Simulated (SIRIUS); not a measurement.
Crystal: HfIn4SiO6.

```
Hf In Si O
1.0
     2.71603   -4.70332    0.00448
     2.71603    4.70332    0.00448
    -1.86309    0.00000    7.40415
Hf In Si O
1 4 1 6
Cartesian
  2.7160 2.7768 0.0045
  1.7845 1.2098 3.7066
  2.7160 -0.3586 0.0045
  1.7845 4.3741 3.7066
  1.7845 -1.9666 3.7066
  2.7160 -3.4942 0.0045
  -1.1351 -0.1798 6.4177
  4.7040 -0.1798 0.9954
  1.6933 -2.1708 6.4226
  1.8757 -2.1708 0.9906
  1.5632 1.2736 0.9906
  2.0058 1.2736 6.4226
```

The cell was built by a generator and needn't be a form met in nature.

- Program: SIRIUS 7.12.0
- Task: single point
- Functional: PBE
- Potentials or basis: PseudoDojo 0.4.1 PBE standard (scalar relativistic)
- Cutoff: 1152 eV
- Density cutoff: 4606 eV
- k mesh: 6 × 6 × 4
- Occupations: fermi-dirac, width 0.05 eV
- Spin: no spin polarisation

On this cell: pressure -0.4 GPa; largest force 0.096 eV/Å; band gap on the k mesh none (metal or under the smearing width).

The same run follows on a disturbed copy (atoms moved at random, drawn with an rms of 0.05 Å):

```
Hf In Si O
1.0
     2.71603   -4.70332    0.00448
     2.71603    4.70332    0.00448
    -1.86309    0.00000    7.40415
Hf In Si O
1 4 1 6
Direct
  0.21457 0.79402 0.00787
  0.35778 0.63418 0.49926
  0.53348 0.45852 0.99591
  0.03478 0.96645 0.50237
  0.70285 0.28712 0.49763
  0.86373 0.12199 0.00215
  0.10038 0.06482 0.85883
  0.92263 0.89483 0.13392
  0.84098 0.38353 0.86014
  0.62759 0.15745 0.12992
  0.19101 0.46644 0.13970
  0.52878 0.80229 0.86781
```

Question: What does the disturbed cell give?

Answer: The energy (extrapolated to zero smearing) moves by +15.5 meV/atom; pressure -1.0 GPa; largest force 1.321 eV/Å; band gap on the k mesh none (metal or under the smearing width).

Forces on the atoms (eV/Å):
```
Hf  -0.701  1.060 -0.363
In   0.001 -0.240  0.014
In  -0.029 -0.304 -0.239
In  -0.090  0.159  0.073
In   0.073  0.071  0.153
Si   0.851 -0.414 -0.663
O   -0.012 -0.288  0.979
O    0.139 -0.752 -0.231
O   -0.039 -0.170  0.670
O   -0.203  0.776  0.382
O    0.308 -0.007 -0.543
O   -0.297  0.111 -0.233
```

Stress tensor (GPa, compression positive):
```
-0.84 -0.06  0.46
-0.06 -0.34  0.38
 0.46  0.38 -1.68
```
